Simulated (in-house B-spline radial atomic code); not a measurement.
# W⁵⁺: excited configurations

Wanted: excitation energies of W⁵⁺ as differences of total energies (ΔSCF).

Method: scalar-relativistic (spin-free one-electron X2C) wB97X, spin-polarised, spherical density, exact exchange averaged over the configuration, Fermi nucleus, basis-set limit. Code: in-house B-spline radial atomic code version 1.

## (1) The atom as given

| Property | Result |
| --- | --- |
| element | tungsten (Z = 74) |
| charge | +5 |
| electrons | 69 |
| configuration | [Xe] 4f14 5d1 |
| Hamiltonian | scalar-relativistic (X2C) |
| nucleus | Fermi, rms radius 5.366 fm |

The outer shells:

[Xe] 4f14 5d1
```
[Xe] core
4f [↑↓][↑↓][↑↓][↑↓][↑↓][↑↓][↑↓]
5d [↑ ][  ][  ][  ][  ]
```

Where spins are not typed, each open shell is filled with up spins first.

The run's settings:

```ini
Z = 74
electrons = 69.0
configuration = [Xe] 4f14 5d1
hamiltonian = x2c
method = wb97x
spin_polarised = True
nucleus = fermi
rms_radius = 5.3658
mass_number = 184
atomic_mass = 183.95093318
speed_of_light = 137.035999084
exact_exchange = averaged over the configuration
```

The reference is known from an earlier run: -16139.452641 hartree in all. Up to eight levels, counted from the top:

| orbital | occupation | energy (eV) | <r> (bohr) |
| --- | --- | --- | --- |
| 4d down | 5 | -306.40 | 0.5116 |
| 5s up | 1 | -143.54 | 1.059 |
| 5s down | 1 | -142.82 | 1.057 |
| 5p up | 3 | -105.85 | 1.207 |
| 5p down | 3 | -104.85 | 1.205 |
| 4f up | 7 | -98.784 | 0.6014 |
| 4f down | 7 | -98.650 | 0.5998 |
| 5d up | 1 | -61.286 | 1.573 |

## (2) Run with [Xe] 4f13 5d1 6p1

The run's settings:

```ini
Z = 74
electrons = 69.0
configuration = [Xe] 4f13 5d1 6p1
hamiltonian = x2c
method = wb97x
spin_polarised = True
nucleus = fermi
rms_radius = 5.3658
mass_number = 184
atomic_mass = 183.95093318
speed_of_light = 137.035999084
exact_exchange = averaged over the configuration
```

The run is started by

```console
python run_scf.py task.json out
```

One command runs all members of the session, one after another, from task.json.

## (3) [Xe] 4f14 6p1

The settings differ from step 2 so:

```diff
@@ -2,3 +2,3 @@
 electrons = 69.0
-configuration = [Xe] 4f13 5d1 6p1
+configuration = [Xe] 4f14 6p1
 hamiltonian = x2c
```

## (4) Run with [Kr] 4d10 4f14 5s2 5p5 5d1 6f1

The settings differ from step 3 so:

```diff
@@ -2,3 +2,3 @@
 electrons = 69.0
-configuration = [Xe] 4f14 6p1
+configuration = [Kr] 4d10 4f14 5s2 5p5 5d1 6f1
 hamiltonian = x2c
```

## (5) Run with [Kr] 4d9 4f14 5s2 5p6 5d1 6f1

The settings differ from step 4 so:

```diff
@@ -2,3 +2,3 @@
 electrons = 69.0
-configuration = [Kr] 4d10 4f14 5s2 5p5 5d1 6f1
+configuration = [Kr] 4d9 4f14 5s2 5p6 5d1 6f1
 hamiltonian = x2c
```

## (6) Configuration [Xe] 4f13 5d2

The settings differ from step 5 so:

```diff
@@ -2,3 +2,3 @@
 electrons = 69.0
-configuration = [Kr] 4d9 4f14 5s2 5p6 5d1 6f1
+configuration = [Xe] 4f13 5d2
 hamiltonian = x2c
```

## (7) [Kr] 4d10 4f14 5s2 5p5 5d1 6d1

The settings differ from step 6 so:

```diff
@@ -2,3 +2,3 @@
 electrons = 69.0
-configuration = [Xe] 4f13 5d2
+configuration = [Kr] 4d10 4f14 5s2 5p5 5d1 6d1
 hamiltonian = x2c
```

Q: How far above the reference does each configuration lie (order and size, in eV)?

The runs gave:

| net move | configuration | 2|M_S|+1 | energy above the reference (eV) | largest <r> (bohr) |
| --- | --- | --- | --- | --- |
| 5d → 6p | [Xe] 4f14 6p1 | 2 | 19.171 | 2.67 |
| 4f → 5d | [Xe] 4f13 5d2 | 4 | 38.177 | 1.53 |
| 4f → 6p | [Xe] 4f13 5d1 6p1 | 4 | 59.309 | 2.61 |
| 5p → 6d | [Kr] 4d10 4f14 5s2 5p5 5d1 6d1 | 4 | 76.016 | 2.54 |
| 5p → 6f | [Kr] 4d10 4f14 5s2 5p5 5d1 6f1 | 4 | 87.390 | 4.86 |
| 4d → 6f | [Kr] 4d9 4f14 5s2 5p6 5d1 6f1 | 4 | 292.25 | 4.81 |

What this shows: The lowest of them is 5d → 6p at 19.171 eV and the highest 4d → 6f at 292.25 eV. 1 of them lies more than 60 % above minus the reference's highest level (61.286 eV), in the range where a state can decay by emitting an electron. Two partly filled shells share a symmetry and can mix in the average, which may lower the energy, for: 5p → 6d. The reference has 2|M_S|+1 = 2; 5 of the configurations differ from it in spin. These are spherical averages at the typed spins, not spectroscopic levels.
